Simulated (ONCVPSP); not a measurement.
# An ONCV potential for potassium, from input to tests

Aim: build the potential from the settings below, then test how well it stands in for the atom: other configurations, scattering, ghost states and the plane-wave cutoff that it needs.

The numbers are computed with ONCVPSP 4.0.1 (revPBE, scalar-relativistic, spin-unpolarised reference atom).

### Step 1. Starting point

The settings as typed:

```json
{"element": "potassium (K, Z = 19)", "type": "optimised norm-conserving Vanderbilt (ONCV)", "frozen core": "[Ar]", "valence charge": "1", "reference configuration": "4p1", "partial waves": "s scattering state at 0.29 Ha: rc 2.95 bohr, ncon 4, nbas 7, qcut 1.7 1/bohr, 1 projector; 4p: rc 3.55 bohr, ncon 4, nbas 9, qcut 2.2 1/bohr, 1 projector; d scattering state at 0.09 Ha: rc 3.10 bohr, ncon 4, nbas 7, qcut 3.6 1/bohr, 3 projectors, debl 3.1 Ha", "local potential": "polynomial inside 1.85 bohr (lpopt 4, dvloc0 1 Ha)", "core correction": "Teter function, fcfact 2.75, rcfact 1.6"}
```

The nodes and maxima of the atom's own shells, from an earlier all-electron run, set the scale for the radii.

All-electron outer shells of the reference configuration (revPBE, scalar-relativistic, ld1.x):

| shell | level (eV) | outermost node (bohr) | outermost maximum (bohr) |
| --- | --- | --- | --- |
| 4s | -2.92 | 1.58 | 4.18 |
| 4p | -1.39 | 1.86 | 5.93 |
| 3d | -0.45 | – | 6.64 |

### Step 2. The generation run

Input file K.dat:

```
# ATOM AND REFERENCE CONFIGURATION
# atsym  z   nc   nv     iexc    psfile
  K 19.00    5    1  -102130      upf
#
#   n    l    f
    1    0    2.00
    2    0    2.00
    2    1    6.00
    3    0    2.00
    3    1    6.00
    4    1    1.00
#
# PSEUDOPOTENTIAL AND OPTIMIZATION
# lmax
    2
#
#   l,   rc,      ep,       ncon, nbas, qcut
    0    2.95    0.29    4    7    1.70
    1    3.55    0.00    4    9    2.20
    2    3.10    0.09    4    7    3.60
#
# LOCAL POTENTIAL
# lloc, lpopt,  rc(5),   dvloc0
    4    4    1.85    1.00
#
# VANDERBILT-KLEINMAN-BYLANDER PROJECTORs
# l, nproj, debl
    0    1    0.40
    1    1    1.80
    2    3    3.10
#
# MODEL CORE CHARGE
# icmod, fcfact, rcfact
    3    2.75    1.60
#
# LOG DERIVATIVE ANALYSIS
# epsh1, epsh2, depsh
   -2.00    5.00    0.02
#
# OUTPUT GRID
# rlmax, drl
    6.00    0.01
#
# TEST CONFIGURATIONS
# ncnf
    2
# nvcnf
#   n    l    f
    2
    4    1    0.00
    4    0    1.00
#
    2
    4    1    0.00
    4    0    0.50
#
```

Command:

```sh
$ oncvpsp.x < K.dat > K.out
```

Q: Predict the outcome of this session. Wanted: cutoffs for 1 and 0.1 mHa per electron, occupied waves; bound ghosts; GHOST(+) flags; configuration tests; largest phase difference near zero energy, channels read; rms error of d²Exc/dn², without and with the model core; projector energies reset by the program.

The runs gave:

| quantity | value |
| --- | --- |
| cutoffs for 1 and 0.1 mHa per electron, occupied waves | 0.3 Ha and 0.5 Ha |
| bound ghosts | d at -649.81 eV |
| GHOST(+) flags | s at 7 eV, d at 374 eV |
| configuration tests | no usable energy difference |
| largest phase difference near zero energy, channels read | 3.006 rad |
| rms error of d²Exc/dn², without and with the model core | 3.01 and 0.40 mHa |
| projector energies reset by the program | s: 0.050 Ha |

**Reading.** It has a bound ghost (d), a state that the atom doesn't have, and that rules the file out. Of the tests 2 gave no usable energy difference, which is a warning in itself. It counts as soft on the atom at that tolerance, with 0.3 Ha needed at the looser tolerance. That counts occupied waves only; other projectors can need more. Of the channels read, s scatters worst near zero energy, by up to 3.01 rad. A step near π is an extra or missing state, not a misfit of shape. The pseudo curves have a pole with no partner nearby in the atom's: s at 0.26 Ha. At positive energy that is a spurious or a displaced resonance. The program also flags highly localised states, GHOST(+) (s, d). These are tests on the free atom; a crystal test is still owed.
